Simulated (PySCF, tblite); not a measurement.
# C₈H₁₁FN₂: geometry, infrared bands and NMR shifts

Wanted: the infrared bands and NMR shifts of C₈H₁₁FN₂ (`CC(C)(C)c1cc(F)cnn1`), by calculation.

Programs: tblite 0.8.0 and PySCF 2.14.0, with density-fitted response routines of our own. Each step states its level of theory. These are calculated values for one molecule in the gas phase, unless marked as measured. Atoms are numbered from 0 throughout.

## 1. The starting structure

22 atoms, charge 0, multiplicity 1; geometry from: force field or distance geometry start.

Bonds of the start (Å): C0–C1 1.55, C1–C2 1.52, C1–C3 1.54, C1–C4 1.53, C4–C5 1.39, C5–C6 1.39, C6–F7 1.34, C6–C8 1.38, C8–N9 1.35, N9–N10 1.37, N10–C4 1.35, C0–H11 1.09, C0–H12 1.11, C0–H13 1.09, C2–H14 1.09, C2–H15 1.10, C2–H16 1.10, C3–H17 1.11, C3–H18 1.09, C3–H19 1.10, C5–H20 1.09, C8–H21 1.07.

## 2. Relaxing the molecule with GFN2-xTB

The job: settings as JSON, then the geometry in Å.

```
{"job": {"kind": "relax", "xc": "GFN2-xTB", "basis": "xTB"}, "charge": 0, "multiplicity": 1}
C     -1.470100    -1.505600     0.693000
C     -0.914500    -0.108100     0.324000
C     -1.799200     0.492400    -0.756600
C     -0.971700     0.771900     1.590700
C      0.531000    -0.208700    -0.159900
C      1.245300     0.918800    -0.553000
C      2.552000     0.758700    -0.997300
F      3.274800     1.827000    -1.365200
C      3.103300    -0.507400    -1.043300
N      2.393900    -1.589300    -0.668200
N      1.105200    -1.433600    -0.234200
H     -1.485300    -2.176100    -0.172300
H     -2.517200    -1.425200     1.062100
H     -0.888200    -1.985000     1.482900
H     -1.767900    -0.086100    -1.680600
H     -1.515000     1.521700    -0.999600
H     -2.853900     0.535600    -0.432800
H     -0.321100     0.362700     2.387600
H     -0.656600     1.798100     1.406500
H     -1.985300     0.811000     2.005700
H      0.820600     1.920700    -0.507800
H      4.109400    -0.674000    -1.382700
```

The run is started by

```console
$ OMP_NUM_THREADS=1 python probes_run.py task.json out
```

One launch serves the whole session: the jobs run in the order shown.

**Question.** This job is followed by: GFN2-xTB harmonic vibrations, gas phase; GIAO PBE0/pcSseg-1 NMR shielding, non-relativistic, gas phase. What will the session give for the following? strongest single infrared mode (GFN2-xTB); zero-point energy (GFN2-xTB); 13C shifts against TMS (PBE0/pcSseg-1, means over atoms taken as alike); 1H shifts against TMS (PBE0/pcSseg-1, means over atoms taken as alike); 19F shifts against CFCl3 (PBE0/pcSseg-1); 15N shifts against NH3 (PBE0/pcSseg-1).

As calculated:

| quantity | value |
| --- | --- |
| strongest single infrared mode (GFN2-xTB) | 1549 cm⁻¹, 113 km/mol |
| zero-point energy (GFN2-xTB) | 110.7 kcal/mol |
| 13C shifts against TMS (PBE0/pcSseg-1, means over atoms taken as alike) | 175.5, 172.7, 145.1, 114.9, 39.6, 32.3 ppm |
| 1H shifts against TMS (PBE0/pcSseg-1, means over atoms taken as alike) | 9.51, 7.35, 1.51 ppm |
| 19F shifts against CFCl3 (PBE0/pcSseg-1) | -127.3 ppm |
| 15N shifts against NH3 (PBE0/pcSseg-1) | 476.2, 441.7 ppm |

What this shows: The optimisation took 33 steps and gained 0.271 eV; among the close pairs (by a distance rule), N9–N10 changed most, from 1.369 to 1.296 Å. No mode is imaginary among the 60: a minimum at this level. The strongest single mode, at 1549 cm⁻¹, moves mainly C6 and C5. Unscaled tight-binding wavenumbers are off by several per cent, some by more. Its intensities can rank the bands wrongly. At PBE0/pcSseg-1: The widest tensor belongs to N9: span 906 ppm, with a paramagnetic part of -533 ppm. NICS(1)zz of -27 ppm above the planar ring from C4 marks a diatropic (aromatic) ring current.
